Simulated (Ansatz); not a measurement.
# ScCoS2: one geometry, two states

Aim: solve ScCoS2 (a borrowed structure type, volume estimated) from each of its saved states, at one geometry and mesh, and see which is lowest and how they differ.

All numbers below are computed with Ansatz 0.2.0 (DFT, LDA, with U_eff = 5.28 eV on Co d and an intersite V, plane waves, PAW).

### 1 The structure

Symmetry: Cmme, No. 67, orthorhombic system. The conventional cell has a = 6.029 Å, b = 6.075 Å, c = 8.366 Å, α = 90.00°, β = 90.00°, γ = 90.00°. Sc (site symmetry mm2) has 9 S at 2.92 to 3.31 Å and 1 Co at 3.31 Å as nearest neighbours. Around Co (site symmetry mm2) lie 5 S at 2.14 to 2.28 Å. S (site symmetry mm2) is surrounded by 1 Co at 2.14 Å and 5 Sc at 2.92 to 3.06 Å. Around S (site symmetry 222) lie 4 Co at 2.28 Å.

Coordinates:

```
CELL_PARAMETERS angstrom
4.28093 0.00000 0.00000
0.00000 8.36622 0.00000
-0.03211 0.00000 4.27801
ATOMIC_POSITIONS crystal
Sc 0.75000 0.19760 0.75000
Sc 0.25000 0.80240 0.25000
Co 0.75000 0.59380 0.75000
Co 0.25000 0.40620 0.25000
S 0.75000 0.84900 0.75000
S 0.25000 0.15100 0.25000
S 0.75000 0.50000 0.25000
S 0.25000 0.50000 0.75000
```

The cell carries a charge of -2 e on a uniform background.

The states: A, Co3 up, Co4 up (collinear spin); B, Co3 up, Co4 down (collinear spin). Each run reads its own saved solution as saved_state.

### 2 Run from state A

File input.yaml:

```yaml
crystal:
  lattice:
    - [4.28093493, 0.0, 0.0]
    - [0.0, 8.36621873, 0.0]
    - [-0.03210912, 0.0, 4.27800502]
  atoms:
    - { symbol: Sc, position: [0.75, 0.1976, 0.75] }
    - { symbol: Sc, position: [0.25, 0.8024, 0.25] }
    - { symbol: Co, position: [0.75, 0.5938, 0.75] }
    - { symbol: Co, position: [0.25, 0.4062, 0.25] }
    - { symbol: S, position: [0.75, 0.849, 0.75] }
    - { symbol: S, position: [0.25, 0.151, 0.25] }
    - { symbol: S, position: [0.75, 0.5, 0.25] }
    - { symbol: S, position: [0.25, 0.5, 0.75] }
kpoints:
  mp_grid: { grid: [4, 2, 4], shift: [0, 0, 0] }
  band_path:
    path:
      - [0.0, 0.0, 0.0]
      - [0.0, 0.5, 0.0]
      - [0.5, 0.5, 0.0]
      - [0.5, 0.0, 0.0]
      - [0.0, 0.0, 0.0]
      - [0.0, 0.0, 0.5]
      - [0.0, 0.5, 0.5]
      - [0.0, 0.5, 0.0]
      - [-0.5, 0.5, 0.5]
      - [-0.5, 0.0, 0.5]
      - [0.0, 0.0, 0.0]
    npoints: 6
magnetization:
  spin_polarized: true
scf:
  occupations: { method: fermi_dirac }
  lower_state_search: "off"
  max_iter: 200
hamiltonian:
  pseudopotentials: { kind: paw }
  xc: lda
  hubbard:
    projectors: all-electron-ortho-atomic
    sites:
      - { species: Co, l: d, u_eff: 5.28 }
      - { species: S, l: p, u_eff: 0.0 }
    v: [{ species: [Co, S], l: [d, p], v: 1.46, r_cut: 2.562 }]
total_charge: -2
basis:
  ecutwfc: 420
  fft_grid_basis: typed
output:
  forces: true
  stress: true
  eigenvalues: true
  bader: true
  populations: true
  elf: true
  write_potential: true
  volumetric_format: npy
  dos:
    e_range: [-12, 8]
    de: 0.05
    projected: { site_lists: { Co: [Co], S: [S], Sc: [Sc] } }
checkpoint:
  read: saved_state
```

The program printed, cut to the lines that bear on the results:

```text
Warning: RAYON_NUM_THREADS=1 ignored (pool sized by the plan → 1); use --threads N
Sc: projections on atomic orbitals take those of the free atom [Ne] 3s2 3p6 3d1 4s2, of charge +0.00 (hamiltonian.pseudopotentials.projection_atoms); the dataset's partial waves leave at most 3.7e-7 of an orbital's norm unspanned inside its sphere
Co: projections on atomic orbitals take those of the free atom [Ne] 3s2 3p6 3d7 4s2, of charge +0.00 (hamiltonian.pseudopotentials.projection_atoms); the dataset's partial waves leave at most 1.4e-6 of an orbital's norm unspanned inside its sphere
S: projections on atomic orbitals take those of the free atom [Ne] 3s2 3p4, of charge +0.00 (hamiltonian.pseudopotentials.projection_atoms); the dataset's partial waves leave at most 1.6e-7 of an orbital's norm unspanned inside its sphere
band count auto-derived: 53 (N_el = 82.0; filled up to band 41; 50 by the electrons, moments and atoms)
[...]
Pseudopotentials: kind: paw
Pseudopotential: Sc, paw, valence charge 11, recommended cutoff 420 eV (normal), Sc.paw.azcp
Pseudopotential: Co, paw, valence charge 17, recommended cutoff 420 eV (normal), Co.paw.azcp
Pseudopotential: S, paw, valence charge 6, recommended cutoff 420 eV (normal), S.paw.azcp
Functional definition: SPW92
[...]
Crystal: 8 atoms, lattice volume = 153.218 Å³
Basis set: ecut = 420 eV, 2979 PW (Γ)
Bands: 53, of which v1, the nominal top of the filled ones, is band 41 counted from 1 (40 counted from 0)
[...]
--- Forces (eV/Å), atoms counted from 1 ---
  atom   1  Sc    -0.00000000     0.31994161    -0.00000000
  atom   2  Sc     0.00000000    -0.31994161     0.00000000
  atom   3  Co     0.00000000    -1.31617386     0.00000000
  atom   4  Co    -0.00000000     1.31617386    -0.00000000
  atom   5  S     -0.00000000     1.88097207    -0.00000000
  atom   6  S      0.00000000    -1.88097207     0.00000000
  atom   7  S      0.00000000    -0.00545988    -0.00000000
  atom   8  S      0.00000000     0.00545988     0.00000000
[...]
--- Stress (GPa, compression-positive) ---
      -15.609432      -0.000000       0.063263
       -0.000000     -15.152539       0.000000
        0.063263       0.000000     -15.564109
  P = ⅓ Tr σ = -15.4420 GPa (-154.420 kbar)
--- Band table (eV; the first three rows and the last of 40) ---
[...]
Occupation matrices written to <dir>
--- Löwdin populations: 8 sites ---
  site symbol       q [e]    m [muB]
     0     Sc     10.5324    -0.3108
     1     Sc     10.5324    -0.3108
     2     Co     16.7013     1.1728
     3     Co     16.7013     1.1728
     4      S      6.7346     0.0560
     5      S      6.7346     0.0560
     6      S      6.5388    -0.0122
     7      S      6.5388    -0.0122
  spilling = 0.012023 (of n_electrons = 82.000000)
--- Bader charges: 8 sites ---
  site symbol  charge [e]  shift [e]    m [muB]
     0     Sc      1.2886     0.0001    -0.2501
     1     Sc      1.2886     0.0001    -0.2501
     2     Co      0.1661     0.0073     1.1794
     3     Co      0.1661     0.0073     1.1794
     4      S     -1.4851     0.0012     0.0003
     5      S     -1.4851     0.0012     0.0003
     6      S     -0.9697     0.0061    -0.0554
     7      S     -0.9697     0.0061    -0.0554
  estimated error of the sums over rays = 6.2e-4 e
```

Wall time 2.6 min (1 thread of an Arm CPU, shared host); peak memory 0.99 GiB.

### 3 What state A looks like

Counts of states in windows (eV from the Fermi level; tetrahedra), total and projected:

```
from    to  total    up  down  Co d   S p  Sc d
-8.0  -7.0   2.45  1.43  1.02  0.43  1.63  0.05
-7.0  -6.0   5.98  3.56  2.42  1.59  3.70  0.13
-6.0  -5.0   7.01  3.92  3.09  2.13  4.19  0.29
-5.0  -4.0   6.53  2.61  3.92  1.64  4.09  0.52
-4.0  -3.0   5.55  3.99  1.56  2.99  2.05  0.28
-3.0  -2.0   6.41  2.92  3.50  4.28  1.41  0.32
-2.0  -1.0   3.60  1.53  2.07  1.83  1.13  0.38
-1.0   0.0   4.20  1.77  2.42  1.15  0.85  1.74
```

The bands computed are complete only to about 0.9 eV above the Fermi level.

By element, from the tables in the log (a charge is positive for electrons lost): Löwdin charges also hold the electrons that the projection spills.

```csv
element,atoms,Bader charge (e),Bader volume (Å³),Löwdin charge (e),"Bader moment, size (μB)"
Sc,2,+1.29,15.7,+0.47,0.25
Co,2,+0.17,11.6,+0.30,1.18
S,4,-1.49 to -0.97,19.1 to 30.2,-0.74 to -0.54,0.00 to 0.06
```

The Löwdin projection spills 1.2 % of the electrons and depends on the orbitals chosen; where it disagrees with Bader's partition, neither is an observable.

Occupation eigenvalues of the Hubbard shells:

```
atom  shell  spin               eigenvalues
 Co3      d    up  0.85 0.93 0.94 0.94 0.97
 Co3      d  down  0.27 0.41 0.91 0.92 0.95
 Co4      d    up  0.85 0.93 0.94 0.94 0.97
 Co4      d  down  0.27 0.41 0.91 0.92 0.95
  S5      p    up            0.83 0.83 0.84
  S5      p  down            0.79 0.83 0.83
  S6      p    up            0.83 0.83 0.84
  S6      p  down            0.79 0.83 0.83
  S7      p    up            0.76 0.76 0.83
  S7      p  down            0.79 0.81 0.81
  S8      p    up            0.76 0.76 0.83
  S8      p  down            0.79 0.81 0.81
```

The main site moments: Co3 up, Co4 up.

### 4 Run from state B

input.yaml: that of step 2 with these lines changed.

```diff
@@ -8,4 +8,4 @@
     - { symbol: Sc, position: [0.25, 0.8024, 0.25] }
-    - { symbol: Co, position: [0.75, 0.5938, 0.75] }
-    - { symbol: Co, position: [0.25, 0.4062, 0.25] }
+    - { symbol: Co, position: [0.75, 0.5938, 0.75], spin: 3.0 }
+    - { symbol: Co, position: [0.25, 0.4062, 0.25], spin: -3.0 }
     - { symbol: S, position: [0.75, 0.849, 0.75] }
@@ -16,16 +16,2 @@
   mp_grid: { grid: [4, 2, 4], shift: [0, 0, 0] }
-  band_path:
-    path:
-      - [0.0, 0.0, 0.0]
-      - [0.0, 0.5, 0.0]
-      - [0.5, 0.5, 0.0]
-      - [0.5, 0.0, 0.0]
-      - [0.0, 0.0, 0.0]
-      - [0.0, 0.0, 0.5]
-      - [0.0, 0.5, 0.5]
-      - [0.0, 0.5, 0.0]
-      - [-0.5, 0.5, 0.5]
-      - [-0.5, 0.0, 0.5]
-      - [0.0, 0.0, 0.0]
-    npoints: 6
 magnetization:
```

The program printed, cut to the lines that bear on the results:

```text
Warning: RAYON_NUM_THREADS=1 ignored (pool sized by the plan → 1); use --threads N
Sc: projections on atomic orbitals take those of the free atom [Ne] 3s2 3p6 3d1 4s2, of charge +0.00 (hamiltonian.pseudopotentials.projection_atoms); the dataset's partial waves leave at most 3.7e-7 of an orbital's norm unspanned inside its sphere
Co: projections on atomic orbitals take those of the free atom [Ne] 3s2 3p6 3d7 4s2, of charge +0.00 (hamiltonian.pseudopotentials.projection_atoms); the dataset's partial waves leave at most 1.4e-6 of an orbital's norm unspanned inside its sphere
S: projections on atomic orbitals take those of the free atom [Ne] 3s2 3p4, of charge +0.00 (hamiltonian.pseudopotentials.projection_atoms); the dataset's partial waves leave at most 1.6e-7 of an orbital's norm unspanned inside its sphere
[...]
[... 1 set-up line as earlier in the session ...]
[...]
        0.040608       0.000000     -13.939243
  P = ⅓ Tr σ = -14.1365 GPa (-141.365 kbar)
--- Band table (eV; the first three rows and the last of 40) ---
[...]
Occupation matrices written to <dir>
--- Löwdin populations: 8 sites ---
  site symbol       q [e]    m [muB]
     0     Sc     10.5362     0.0813
     1     Sc     10.5362    -0.0813
     2     Co     16.6777     1.2522
     3     Co     16.6777    -1.2522
     4      S      6.7366     0.0382
     5      S      6.7366    -0.0382
     6      S      6.5692     0.0001
     7      S      6.5692    -0.0001
  spilling = 0.011716 (of n_electrons = 82.000000)
--- Bader charges: 8 sites ---
  site symbol  charge [e]  shift [e]    m [muB]
     0     Sc      1.2816     0.0001     0.0664
     1     Sc      1.2816     0.0001    -0.0664
     2     Co      0.1911     0.0072     1.2553
     3     Co      0.1910     0.0072    -1.2553
     4      S     -1.4857     0.0012    -0.0028
     5      S     -1.4857     0.0012     0.0028
     6      S     -0.9870     0.0060     0.0001
     7      S     -0.9870     0.0060    -0.0001
  estimated error of the sums over rays = 6.5e-4 e
```

Wall time 2.7 min (1 thread of an Arm CPU, shared host); peak memory 0.61 GiB.

### 5 What state B looks like

Counts of states in windows (eV from the Fermi level; tetrahedra), total and projected:

```csv
from,to,total,up,down,Co d,S p,Sc d
-8.0,-7.0,2.68,1.34,1.34,0.49,1.75,0.05
-7.0,-6.0,6.10,3.05,3.05,1.70,3.70,0.14
-6.0,-5.0,7.24,3.62,3.62,2.20,4.32,0.31
-5.0,-4.0,5.99,3.00,3.00,1.61,3.65,0.48
-4.0,-3.0,6.12,3.06,3.06,3.54,2.07,0.26
-3.0,-2.0,5.98,2.99,2.99,3.58,1.60,0.38
-2.0,-1.0,3.79,1.89,1.89,1.97,1.20,0.36
-1.0,0.0,3.64,1.82,1.82,0.91,0.81,1.49
0.0,1.0,14.07,7.04,7.04,0.66,0.87,11.39
```

The bands computed are complete only to about 1.6 eV above the Fermi level.

Gathered by element (positive charge: electrons given up): Löwdin charges also hold the electrons that the projection spills.

```
element  atoms  Bader charge (e)  Bader volume (Å³)  Löwdin charge (e)  Bader moment, size (μB)
     Sc      2             +1.28               15.7              +0.46                     0.07
     Co      2             +0.19               11.6              +0.32                     1.26
      S      4    -1.49 to -0.99       19.2 to 30.2     -0.74 to -0.57                     0.00
```

Löwdin charges rest on a small set of atomic orbitals that misses 1.2 % of the electrons, so they need not add up to the cell's charge and can differ from Bader's even in sign.

Occupation eigenvalues of the Hubbard shells:

```csv
atom,shell,spin,eigenvalues
Co3,d,up,0.88 0.93 0.94 0.94 0.97
Co3,d,down,0.27 0.32 0.93 0.93 0.95
Co4,d,up,0.27 0.32 0.93 0.93 0.95
Co4,d,down,0.88 0.93 0.94 0.94 0.97
S5,p,up,0.82 0.83 0.84
S5,p,down,0.80 0.83 0.83
S6,p,up,0.80 0.83 0.83
S6,p,down,0.82 0.83 0.84
S7,p,up,0.78 0.81 0.81
S7,p,down,0.78 0.81 0.81
S8,p,up,0.78 0.81 0.81
S8,p,down,0.78 0.81 0.81
```

The main site moments: Co3 up, Co4 down.

### 6 Comparison

| state | free energy (meV/atom) | largest site moment (μB) | size of the net moment (μB/cell) | gap (eV) | pressure (GPa) | largest force (eV/Å) | SCF cycles |
| --- | --- | --- | --- | --- | --- | --- | --- |
| A | 0.0 | 1.14 | 1.75 | metal | – | 1.88 | 13 |
| B | 15.7 | 1.20 | 0.00 | metal | – | 1.90 | 26 |

The cell is charged, so the pressure depends on the background and is left out.

**Reading.** State A wins by 15.7 meV per atom over B. The atoms are far from rest (forces to 1.9 eV/Å), so order and character hold for this geometry alone. Every run converged, so convergence alone does not show that a state is the lowest.

Keep in mind: the k mesh is coarse for a cell without a gap; charged cell with a uniform background.
